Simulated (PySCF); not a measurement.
**CClMgNO, a cluster of ions: interaction energy**

Aim: the interaction energy of `[Mg+][Cl]` with `[N-]=C=O`.

Programs: PySCF 2.14.0. All values are calculated, for the isolated system unless a continuum is named. Atoms count from 0, parts from 1.

## (1) The system as given

5 atoms, charge 0, multiplicity 1; geometry: GFN2-xTB. Parts: 1 = atoms 0–1, `[Mg+][Cl]`, charge 1; 2 = atoms 2–4, `[N-]=C=O`, charge -1.

## (2) Geometry optimisation at PBE0-D3(BJ)/def2-SVPD

Job settings and geometry (Å):

```
{"job": {"xc": "PBE0", "basis": "def2-SVPD", "d3": "d3bj", "grid": 2, "kind": "geom", "shake": 0.01}, "charge": 0, "multiplicity": 1, "parts": [{"atoms": "0-1", "charge": 1, "multiplicity": 1}, {"atoms": "2-4", "charge": -1, "multiplicity": 1}]}
Mg     0.973115    -0.796785     0.096511
Cl    -0.835704     0.246747    -0.330703
N      2.082298    -1.466365     1.373550
C      2.675247    -1.778174     2.387518
O      3.202644    -2.118801     3.339810
```

On the command line:

```sh
$ OMP_NUM_THREADS=1 python cluster_run.py task.json out
```

The driver reads the jobs from task.json and runs them one after another.

**Question.** The jobs that follow are: CCSD(T)/aug-cc-pVDZ and MP2/aug-cc-pVTZ counterpoise interaction energy, frozen core, gas phase. Predict: point group; rotational constants (main isotopes); interaction energy, CCSD(T) limit estimate; MP2/aug-cc-pVTZ; T1 diagnostic.

**Answer**, as computed:

```
                                  quantity                     value
                               point group                     Cinfv
      rotational constants (main isotopes)  62524.59, 0.86, 0.86 GHz
interaction energy, CCSD(T) limit estimate           -207.3 kcal/mol
                           MP2/aug-cc-pVTZ           -207.4 kcal/mol
                             T1 diagnostic                    0.0135
```

**Reading.** Over 16 steps the energy fell by 0.331 eV; of the close pairs, Mg0–Cl1 changed most, 2.132 to 2.193 Å. No frequency check was run at this level, so the end point may be a saddle. The interaction energy leaves out the deformation of the parts, 3.88 kcal/mol (MP2); added to the CCSD(T) estimate it gives a binding of about -203.5 kcal/mol. The estimate adds CCSD(T) less MP2 in the small basis (+0.21 kcal/mol) to extrapolated MP2. Hartree-Fock gives -211.2 against -207.3 kcal/mol, so correlation weakens the interaction of the frozen parts.
